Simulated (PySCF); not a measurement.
# AsH₂: relaxation and vibrations of the doublet

The task is one start of a wider search on AsH₂: the doublet, from a bent start. It is relaxed, tested by its Hessian and followed downhill if it is a saddle.

Computed with PySCF 2.14.0. Level: B3LYP, basis As def2-TZVP, H def2-TZVP, no relativity, density fitting.

## Step 1: Starting geometry

3 atoms, charge 0, spin multiplicity 2.

Bond lengths: As1–H2 1.530 Å, As1–H3 1.530 Å. Angles: H2–As1–H3 110.0°.

```xyz
3
charge 0 multiplicity 2
As    0.0000    0.0000    0.0000
H     1.2533    0.0000    0.8776
H    -1.2533    0.0000    0.8776
```

## Step 2: Finding the electronic state

The steps below are one call of a driver around PySCF. For each, scf.py gives the equivalent set-up of the SCF; relaxations use the driver's own optimiser. After this first run the driver tries any further starts and a stability analysis.

File scf.py:

```python
from pyscf import gto, scf, dft
mol = gto.M(atom='''
As     0.000000     0.000000     0.000000
H      1.253300     0.000000     0.877600
H     -1.253300     0.000000     0.877600''',
    basis={'As': 'def2-TZVP', 'H': 'def2-TZVP'},
    charge=0, spin=1)
mf = dft.UKS(mol, xc='B3LYP')
mf.grids.atom_grid = (50, 194)
aux = {'As': 'def2-universal-JKFIT', 'H': 'def2-universal-JKFIT'}
mf = mf.density_fit(auxbasis=aux)
mf.conv_tol = 1e-08
mf.diis_space = 10
mf.max_cycle = 60
mf.init_guess = 'minao'
mf.verbose = 4
mf.kernel()
```

Started as:

```bash
$ OMP_NUM_THREADS=2 python axn.py task.json out
```

Standard output:

```text
init E= -2236.20911365734
[... the frontier-level lines of each cycle are left out ...]
cycle= 1 E= -2237.06278990825  delta_E= -0.854  |g|= 0.288  |ddm|= 0.99
cycle= 2 E= -2237.06616195244  delta_E= -0.00337  |g|= 0.261  |ddm|= 0.205
cycle= 3 E= -2237.0746680205  delta_E= -0.00851  |g|= 0.0142  |ddm|= 0.102
cycle= 4 E= -2237.07475549877  delta_E= -8.75e-05  |g|= 0.00597  |ddm|= 0.0273
cycle= 5 E= -2237.0747790821  delta_E= -2.36e-05  |g|= 0.000702  |ddm|= 0.00884
cycle= 6 E= -2237.07477962205  delta_E= -5.4e-07  |g|= 0.000248  |ddm|= 0.00127
cycle= 7 E= -2237.07477969507  delta_E= -7.3e-08  |g|= 6.98e-05  |ddm|= 0.000469
cycle= 8 E= -2237.07477970532  delta_E= -1.03e-08  |g|= 1.58e-05  |ddm|= 0.000216
cycle= 9 E= -2237.07477970601  delta_E= -6.81e-10  |g|= 2.56e-06  |ddm|= 6.98e-05
Extra cycle  E= -2237.07477970602  delta_E= -1.68e-11  |g|= 1.08e-06  |ddm|= 7.79e-06
converged SCF energy = -2237.07477970602  <S^2> = 0.7532236  2S+1 = 2.003221
```

This step, with its further starts and checks, needed 2 s of wall time on 2 threads of Arm Neoverse V1, shared host.

The test of internal stability found no lower solution of this spin.

## Step 3: Bent start, doublet: relaxation

The program finds C2v symmetry in the start, which this walk keeps. Threshold on the gradient: 0.0003 Eh/bohr, with a further test on the energy change.

scf.py, as its differences from that of step 2:

```diff
@@ -3,3 +3,3 @@
-As     0.000000     0.000000     0.000000
-H      1.253300     0.000000     0.877600
-H     -1.253300     0.000000     0.877600''',
+As     0.000000     0.000000    -0.022992
+H      1.253300     0.000000     0.854608
+H     -1.253300     0.000000     0.854608''',
@@ -15 +14,0 @@
-mf.init_guess = 'minao'
```

The optimiser's trace:

```
step   energy (Eh)  change (kJ/mol)  largest symmetric gradient (Eh/bohr)
   0  -2237.074780             0.00                               0.02772
   1  -2237.082965           -21.49                               0.00944
   2  -2237.083306           -22.39                               0.00295
   3  -2237.083359           -22.53                               0.00020
   4  -2237.083360           -22.53                               0.00001
```

The walk took 3.6 s.

Geometry (Å) and forces (eV/Å) at some steps:

```
step 0
As   0.000   0.000  -0.023   0.000   0.000  -1.426
H    1.253   0.000   0.855  -0.538   0.000   0.713
H   -1.253   0.000   0.855   0.538   0.000   0.713
step 1
As   0.000   0.000  -0.160   0.000   0.000   0.485
H    1.115   0.000   0.923  -0.324   0.000  -0.243
H   -1.115   0.000   0.923   0.324   0.000  -0.243
step 2
As   0.000   0.000  -0.154   0.000   0.000   0.151
H    1.101   0.000   0.920  -0.124   0.000  -0.076
H   -1.101   0.000   0.920   0.124   0.000  -0.076
step 3
As   0.000   0.000  -0.154   0.000   0.000  -0.010
H    1.089   0.000   0.920   0.007   0.000   0.005
H   -1.089   0.000   0.920  -0.007   0.000   0.005
step 4
As   0.000   0.000  -0.154   0.000   0.000   0.001
H    1.089   0.000   0.920   0.000   0.000   0.000
H   -1.089   0.000   0.920   0.000   0.000   0.000
```

After 4 steps and 22.5 kJ/mol it ends at C2v: As–H 1.530 Å (×2); H–As–H 90.8°.

## Step 4: Is it a minimum? Harmonic modes

On the finer grid the gradient is checked again; gradients at displacements of ±0.02 bohr then give force constants and infrared intensities.

scf.py, as its differences from that of step 3:

```diff
@@ -3,3 +3,3 @@
-As     0.000000     0.000000    -0.022992
-H      1.253300     0.000000     0.854608
-H     -1.253300     0.000000     0.854608''',
+As     0.000000     0.000000    -0.028152
+H      1.089315     0.000000     1.046399
+H     -1.089315     0.000000     1.046399''',
@@ -9 +9 @@
-mf.grids.atom_grid = (50, 194)
+mf.grids.atom_grid = (75, 302)
@@ -12 +12 @@
-mf.conv_tol = 1e-08
+mf.conv_tol = 1e-10
```

The driver hands on the density of the step before, so the log starts near convergence.

Log of the central SCF (cycles and frontier levels):

```text
init E= -2237.08336444869
[... the frontier-level lines of each cycle are left out ...]
cycle= 1 E= -2237.08336444869  delta_E= -2.27e-12  |g|= 7.05e-08  |ddm|= 2e-07
Extra cycle  E= -2237.08336444869  delta_E= -9.09e-13  |g|= 8.39e-08  |ddm|= 1.31e-07
converged SCF energy = -2237.08336444869  <S^2> = 0.75320931  2S+1 = 2.0032067
```

The whole step took 11 s.

Geometry: C2v; As–H 1.530 Å (×2); H–As–H 90.8°.

Modes, for the most abundant isotopes:

```csv
symmetry,ω (cm⁻¹),IR (km/mol),type
a1,1006,17.3,bend
a1,2159,102,stretch
b2,2169,121,stretch
```

All wavenumbers are real: a minimum.

Constants and moments:

| Property | Result |
| --- | --- |
| Dipole moment | 0.19 D |
| Highest occupied level | -6.51 eV |
| Lowest empty level | -3.47 eV |
| Rotational constants | 7.438, 7.048, 3.619 cm⁻¹ |
| Zero-point energy | 31.9 kJ/mol |
| Principal polarisabilities | 23.7, 31.9, 32.4 bohr³ |
| Atomisation energy without zero-point energy | 604 kJ/mol |
| Principal traceless quadrupole moments about the centre of mass | -0.83, -0.23, 1.06 D Å |
| Entropy at 298.15 K and 1 bar (electronic part: spin only) | 225.4 J/(mol K) |
| Heat capacity Cp at 298.15 K | 34.9 J/(mol K) |
| Enthalpy at 298.15 K above 0 K | 10.01 kJ/mol |
| Rotational symmetry number | 2 |
| Spin squared ⟨S²⟩ | 0.753 |

Populations by atom (charges in e):

```csv
atom,Mulliken,Löwdin,polar tensor,spin (Mulliken),Mayer order to As1
As1,-0.08,0.09,0.25,1.06,–
"H2,3",0.04,-0.04,-0.12,-0.03,0.98
```

Outer orbital energies (eV). α occupied: -44.75, -44.68, -44.65, -44.59, -17.12, -10.05, -8.38, -6.51; empty: 0.32, 0.62, 4.49, 5.27. β occupied: -44.64, -44.63, -44.63, -44.56, -44.55, -16.39, -9.93, -8.08; empty: -3.47, 0.45, 0.80, 5.18.

Mulliken populations on As1: s 7.86, p 15.12, d 10.08, f 0.01.

## Step 5: Summary of results

| quantity | value |
| --- | --- |
| minimum | doublet, C2v |
| geometry | As–H 1.530 Å (×2); H–As–H 90.8° |
| wavenumbers (cm⁻¹) | 1006 (a1), 2159 (a1), 2169 (b2) |
| dipole moment | 0.19 D |
| highest occupied, lowest empty level (either spin) | -6.51, -3.47 eV |
| polar-tensor charge of As1 | +0.25 e |
| zero-point energy | 31.9 kJ/mol |
| entropy at 298.15 K | 225.4 J/(mol K) |
| atomisation energy (no zero-point energy) | 604 kJ/mol |
| ⟨S²⟩ | 0.753 |

**Reading.** The bent start keeps its C2v symmetry and ends in a minimum. The strongest infrared band lies at 2169 cm⁻¹ (b2, stretch). Most of the spin sits on As1 (Mulliken spin 1.06, against 1 for the whole molecule). Only this shape and spin were tried, so other structures or states may lie lower.

The search up to here took 16 s.
